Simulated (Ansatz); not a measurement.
Write a Python script for the Ansatz DFT code, driven from Python that makes a formation energy from the elements of SrNbO3 and its elements. Settings (first run): PBEsol, PAW, cutoff 420 eV, 6×6×6 k-points, Fermi-Dirac smearing of 0.05 eV.

`srnbo3_srnbo3.extxyz`
```text
5
Lattice="4.06968976 0.0 0.0 0.0 4.06968976 0.0 0.0 0.0 4.06968976" Properties=species:S:1:pos:R:3 pbc="T T T"
Sr    2.03484488    2.03484488    2.03484488
Nb    0.00000000    0.00000000    0.00000000
O     0.00000000    2.03484488    0.00000000
O     0.00000000    0.00000000    2.03484488
O     2.03484488    0.00000000    0.00000000
```

The script reads `srnbo3_sr.extxyz`:
```text
1
Lattice="0.0 3.04235 3.04235 3.04235 0.0 3.04235 3.04235 3.04235 0.0" Properties=species:S:1:pos:R:3 pbc="T T T"
Sr    0.00000000    0.00000000    0.00000000
```

Contents of `srnbo3_nb.xyz`:
```text
1
Lattice="-1.66395 1.66395 1.66395 1.66395 -1.66395 1.66395 1.66395 1.66395 -1.66395" Properties=species:S:1:pos:R:3 pbc="T T T"
Nb    0.00000000    0.00000000    0.00000000
```

Contents of `srnbo3_o2.xyz`:
```text
2
Lattice="9.0 0.0 0.0 0.0 9.5 0.0 0.0 0.0 10.0" Properties=species:S:1:pos:R:3:initial_magmoms:R:1 pbc="T T T"
O     4.50000000    4.75000000    4.38500000  1.00
O     4.50000000    4.75000000    5.61500000  1.00
```

`formation_srnbo3.py`
```python
from collections import Counter
import warnings

import ansatz as az
import numpy as np

POLARISED = {"O2"}

GASES = {"O2"}


def compute(name, crystal):
    calc = crystal.calculation()
    calc = calc.functional("PBEsol").basis(420)
    calc = calc.kpoints(spacing=0.27)
    calc = calc.occupations("fermi_dirac", width=0.05)
    calc = calc.stress()
    if name in POLARISED:
        calc = calc.spin("collinear")
    if name in GASES:
        return calc.kpoints(1, 1, 1).relax(force_tolerance=0.03).run(threads=1)
    calc = calc.relax(force_tolerance=0.03, cell=True)
    return calc.run(threads=1)


def counts(outcome):
    return Counter(site.symbol for site in outcome.lattice.sites)

def formation_energy(outcome, mu):
    n = counts(outcome)
    return (outcome.report["energy_sigma0_ev"] - sum(k * mu[element] for element, k in n.items())) / sum(n.values())


def volume_per_atom(outcome):
    return abs(np.linalg.det(outcome.lattice.cell_ang)) / len(outcome.lattice.sites)


def main() -> None:
    warnings.simplefilter("ignore")

    phases = {}
    srnbo3 = az.Crystal.from_extxyz("srnbo3_srnbo3.extxyz")
    phases["SrNbO3"] = srnbo3
    sr = az.Crystal.from_extxyz("srnbo3_sr.extxyz")
    phases["Sr"] = sr
    nb = az.Crystal.from_extxyz("srnbo3_nb.xyz")
    phases["Nb"] = nb
    o2 = az.Crystal.from_extxyz("srnbo3_o2.xyz")
    phases["O2"] = o2

    done = {}
    for name, crystal in phases.items():
        done[name] = compute(name, crystal)
        print(f"{name}: {done[name].report['energy_sigma0_ev']:.4f} eV, {len(done[name].lattice.sites)} atoms")

    references = {"Sr": "Sr", "Nb": "Nb", "O": "O2"}
    mu = {element: done[name].report["energy_sigma0_ev"] / len(done[name].lattice.sites) for element, name in references.items()}

    target = done["SrNbO3"]
    heat = formation_energy(target, mu)
    for element, value in mu.items():
        print(f"mu({element}) = {value:.4f} eV from {references[element]}, {volume_per_atom(done[references[element]]):.2f} A^3/atom")
    print(f"formation energy of SrNbO3: {heat:.4f} eV/atom = {96.4853 * heat:.1f} kJ/mol of atoms")


if __name__ == "__main__":
    main()
```

```console
$ python formation_srnbo3.py
SrNbO3: -9677.1484 eV, 5 atoms
Sr: -3492.2153 eV, 1 atoms
Nb: -4495.4283 eV, 1 atoms
O2: -1116.5651 eV, 2 atoms
mu(Sr) = -3492.2153 eV from Sr, 51.96 A^3/atom
mu(Nb) = -4495.4283 eV from Nb, 17.51 A^3/atom
mu(O) = -558.2826 eV from O2, 427.50 A^3/atom
formation energy of SrNbO3: -2.9314 eV/atom = -282.8 kJ/mol of atoms
```

The formation energy is -2.931 eV an atom (-282.8 kJ per mole of atoms), so SrNbO3 lies below the reference phases.

Caveats:
- Total energies depend on the potentials; only differences at equal settings carry meaning.
- A cell here holds an odd number of electrons and is run without spin, so a magnetic state may lie lower.
- For the metals among these phases the mesh is modest: differences between phases can be off by up to 40 meV an atom.
- The program warned that this SCF threshold is loose for forces or stresses.
- The cells come from databases of deposited and of computed structures, and not all need be stable phases.
- The compound is the structure given, not necessarily its lowest; energies are at zero temperature, with no correction for gases. Magnetic phases start from parallel moments and may not end in their lowest magnetic state. A semilocal functional's error on such energies is often 0.05 to 0.1 eV an atom, and 0.1 to 0.3 eV against gases such as O2 or F2.
- The script silences warnings, which a real study should read.
- Wall time of the script: 54 s on 1 thread of Arm Neoverse V2, on a shared host, peak memory 0.75 GiB.
